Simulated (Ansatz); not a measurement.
**TaH+ (doublet): wave-function methods side by side, def2-TZVPP**

An exercise on one series of results from a longer session: the logs are not shown, and one member is left open.

Program: Ansatz 0.2.0, Gaussian basis. Level of theory: def2-TZVPP, core rule «outside noble gas», up to 4 orbitals frozen. These are calculated values, not measurements.

The runs, in order: UHF; ROHF; CCSD(T) on UHF.

2 further runs of the same task are left out: 2 set aside as unsound or not needed.

### The geometry

The geometry is a PBE0/def2-TZVP stationary point (not a proven minimum) of the parent state, kept for this charge and spin. No spin-orbit coupling is included. Elements past krypton take def2 core potentials.

2 atoms, charge 1, spin multiplicity 2.

Atoms are counted from 1 here; the program's logs count them from 0.

Bond lengths: Ta1–H2 1.752 Å.

The first run:

in.yaml

```yaml
crystal:
  periodic: [false, false, false]
  atoms:
    - {symbol: Ta, position_ang: [0.000000, 0.000000, 0.000000]}
    - {symbol: H, position_ang: [0.000000, 0.000000, 1.751800]}
basis:
  gaussian: {orbitals: def2-TZVPP}
total_charge: 1
magnetization: {spin_polarized: true, initial_magnetization: 1}
hamiltonian: {xc: hf}
output: {orbitals: {seedname: orbitals}}
```

Command:

```bash
$ ansatz run in.yaml --threads 1 --pin off --events-out ev --progress --plain --max-ram 4096MiB --backend cpu
```

Steps of the session up to this table: UHF; ROHF; CCSD(T) on UHF.

One table of the session follows, with a row left open; its other results are not shown here.

It belongs to the step «Misses and costs». 

| method | from UCCSD(T) (kcal/mol) |
| --- | --- |
| ROHF | +79.94 |
| UHF | ? |
| UMP2 | +15.78 |
| UCCSD | +2.94 |
| UCCSD(T) | 0 |

Q: Estimate the row for UHF from the others.

The run gave: from UCCSD(T) (kcal/mol): +56.57. In the column «from UCCSD(T) (kcal/mol)» it lies between UMP2 (+15.78) and ROHF (+79.94).

The program flags UCCSD(T) as in doubt (see the logs), so the zero of the table is itself unsure.

Limits of these values: The determinant is far from a pure spin state, so its energy mixes those of several spin states (harmless only where they are near-degenerate, as at dissociation). The program flags UCCSD(T) as in doubt, so the zero of the table is itself unsure.
